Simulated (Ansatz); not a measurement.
# ScV: relaxing cell and atoms at 20 GPa

The start is ScV, a structure type of another compound, with these elements put in. Where does it settle when we relax cell and atoms at 20 GPa, and what is it like there?

Program: Ansatz 0.2.0. Level of theory: DFT, r2SCAN, no spin polarisation, plane waves, PAW. These are calculated values, not measurements.

It takes space group Cmcm (No. 63, orthorhombic). The conventional cell has a = 3.850 Å, b = 9.770 Å, c = 3.729 Å, α = 90.00°, β = 90.00°, γ = 90.00°. Sc (site symmetry m2m) has 7 V at 2.73 to 2.89 Å as nearest neighbours. V (site symmetry m2m) has 2 V at 2.47 Å and 5 Sc at 2.73 Å as nearest neighbours.

Structure file:

```cif
data_structure
_symmetry_space_group_name_H-M 'P 1'
_symmetry_Int_Tables_number 1
_cell_length_a 3.8504
_cell_length_b 5.2505
_cell_length_c 3.7288
_cell_angle_alpha 90.000
_cell_angle_beta 90.000
_cell_angle_gamma 68.490
_cell_volume 70.13
loop_
_atom_site_label
_atom_site_type_symbol
_atom_site_fract_x
_atom_site_fract_y
_atom_site_fract_z
_atom_site_occupancy
Sc1 Sc 0.13800 0.72400 0.75000 1
Sc2 Sc 0.86200 0.27600 0.25000 1
V1 V 0.41700 0.16600 0.75000 1
V2 V 0.58300 0.83400 0.25000 1
```

It starts from an earlier solution of the starting cell (checkpoint.read).

The structure above is the start of the run; the results belong to its end.

```
                                                 quantity                                                                      value
                                                    moves                                                                         14
                                             largest move                                                                 0.11 Å (V)
                     space group (0.01 Å), before / after                                                                Cmcm / Cmcm
                                                     cell  a = 4.732 Å, b = 5.185 Å, c = 2.864 Å, α = 90.00°, β = 90.00°, γ = 62.85°
                                                   volume                                                    15.63 Å³/atom (-10.8 %)
                                      pressure at the end                                                                  20.01 GPa
                                                character                                                                      metal
density of states, mean within 0.25 eV of the Fermi level                                                        3.6 per eV per cell
                                            Bader charges                                                        Sc +1.00, V -1.00 e
```

In words: The volume shrank by 10.8 %, and the largest move of an atom is 0.11 Å apart from the change of the cell. The shape changed more than that tells: the edges moved by +23, -1, -23 %. With 8 symmetry operations imposed, the end may be a saddle point towards distortions that break them. It is a metal; within 0.25 eV of the Fermi level the density of states averages 3.6 per eV per cell, mostly V d (48 %) and Sc d (40 %). By Bader's partition Sc gives up most (+1.00 e) and V takes most (-1.00 e).

Caveats: no spin polarisation, so a magnetic state may lie lower; the k mesh is coarse for a cell without a gap.

**Question.** Which input and command would start the first run of this session?

The input that was used; it is not the only one that fits:

Contents of input.yaml:

```yaml
crystal:
  lattice:
    - [3.85041912, 0.0, 0.0]
    - [1.92521006, -4.88482425, 0.0]
    - [0.0, 0.0, -3.72883724]
  atoms:
    - { symbol: Sc, position: [0.138, 0.724, 0.75] }
    - { symbol: Sc, position: [0.862, 0.276, 0.25] }
    - { symbol: V, position: [0.417, 0.166, 0.75] }
    - { symbol: V, position: [0.583, 0.834, 0.25] }
  symmetry: { tolerance: 0.0003 }
kpoints:
  mp_grid: { grid: [6, 6, 6], shift: [0, 0, 0] }
magnetization:
  spin_polarized: false
scf:
  occupations: { method: fermi_dirac, width: 0.05 }
  lower_state_search: "off"
hamiltonian:
  pseudopotentials: { kind: paw }
  xc: r2scan
basis:
  ecutwfc: 500
  fft_grid_basis: typed
relax:
  max_steps: 80
  cell: { p_target: 20.0 }
output:
  forces: true
  stress: true
  eigenvalues: true
  bader: true
  populations: true
  elf: true
  write_potential: true
  volumetric_format: npy
  dos:
    e_range: [-12, 8]
    de: 0.05
    projected: { site_lists: { Sc: [Sc], V: [V] } }
  write_density: true
checkpoint:
  read: saved_state
```

On the command line:

```bash
> ansatz run input.yaml --threads 2 --pin off --max-ram 3584MiB --backend cpu --events-out ev --progress --plain --runs-dir out
```
